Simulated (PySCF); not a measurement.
# [Gd(NH2)3]−: other functionals and bases at one geometry

An exercise on one series of results from a longer session: the logs are not shown, and one member is left open.

Computed with PySCF 2.14.0. Level: several levels, as the steps say, no spin–orbit coupling.

1 further run of the same task is left out (for a known fault of the program).

**Where the work starts**

10 atoms, charge -1, spin multiplicity 1.

Bond lengths: Gd1–N2 2.418 Å, Gd1–N5 2.419 Å, Gd1–N8 2.419 Å, N2–H3 1.025 Å, N2–H4 1.025 Å, N5–H6 1.025 Å, N5–H7 1.025 Å, N8–H9 1.025 Å, N8–H10 1.025 Å. Angles: N2–Gd1–N5 120.7°, N2–Gd1–N8 119.9°, N5–Gd1–N8 119.4°, Gd1–N2–H3 127.9°, Gd1–N2–H4 129.0°, H3–N2–H4 103.1°, Gd1–N5–H6 130.4°, Gd1–N5–H7 126.6°, H6–N5–H7 103.0°, Gd1–N8–H9 129.1°, Gd1–N8–H10 127.8°, H9–N8–H10 103.1°.

As a file:

```xyz
10
charge -1, multiplicity 1
Gd    0.01422    0.00821   -0.01317
N     2.42261   -0.00152    0.20628
H     3.04604   -0.81230    0.27437
H     3.06898    0.79225    0.25597
N    -1.20042    2.09098   -0.21008
H    -0.86571    3.05924   -0.19631
H    -2.21475    2.19918   -0.31378
N    -1.20503   -2.08079   -0.00357
H    -0.84617   -3.03866    0.05832
H    -2.21977   -2.21659   -0.05802
```

Formal oxidation states: Gd +2. Each metal's 8 4f electrons lie in its core potential, so multiplicities, spins and levels count the valence alone. For divalent La, Ce, Gd or Lu the extra electron is normally 5d or 6s, so this core forces an excited configuration. An earlier session relaxed this geometry at PBE0, Gd lcecp-0-SVP with ECP54, N def2-SVP, H def2-SVP (singlet, point group C1).

At PBE0 on the finer grid: E = -197.485822 Eh, frontier levels not given, since the 4f levels lie in the core, Mulliken charge on Gd1 +0.42 e, largest force component 0.012 eV/Å. 

Levels to run: B3LYP; TPSSh; PBE0, TZVP. Hardware: 2 threads of Arm Neoverse V1, shared host.

Set-up of the first run:

run.py (the lines that set the calculation) reads:

```python
mol = gto.M(atom='''
Gd     0.01422     0.00821    -0.01317
N      2.42261    -0.00152     0.20628
H      3.04604    -0.81230     0.27437
H      3.06898     0.79225     0.25597
N     -1.20042     2.09098    -0.21008
H     -0.86571     3.05924    -0.19631
H     -2.21475     2.19918    -0.31378
N     -1.20503    -2.08079    -0.00357
H     -0.84617    -3.03866     0.05832
H     -2.21977    -2.21659    -0.05802''',
    basis={'Gd': 'lcecp-0-SVP', 'N': 'def2-SVP', 'H': 'def2-SVP'},
    ecp={'Gd': 'lcecp-0-SVP'},
    charge=-1, spin=0)
mf = dft.RKS(mol, xc='B3LYP')
mf.grids.atom_grid = (75, 302)  # f atoms: unpruned, at least (60, 302)
mf = mf.density_fit()  # fitting sets: Gd AutoAux, N def2-universal-JKFIT, H def2-universal-JKFIT
mf.conv_tol = 1e-08; mf.max_cycle = 55
mf.kernel(dm0)  # dm0: the density of the relaxed state
```

The run is started by

```bash
> OMP_NUM_THREADS=2 python run.py
```

Among the steps run: B3LYP; TPSSh; PBE0, TZVP.

One of the session's tables, all rows but one given; the rest of the session is left out.

| level | charge on Gd1 (e) | largest force component (eV/Å) |
| --- | --- | --- |
| PBE0 (relaxed here) | 0.42 | 0.01 |
| B3LYP | ? | ? |
| TPSSh | 0.39 | 0.21 |
| PBE0, TZVP | 1.11 | 0.49 |

**Question.** Estimate the row for B3LYP.

As computed: charge on Gd1 (e): 0.34; largest force component (eV/Å): 0.12. In the column «charge on Gd1 (e)» it is the lowest.

The largest leftover force, 0.49 eV/Å with PBE0, TZVP, stands at a geometry relaxed at another level. With 4f in the core, its levels are missing from HOMO and gap, and its count is fixed, so no charge can pass from the ligands into it. Total energies of different levels can't be compared.
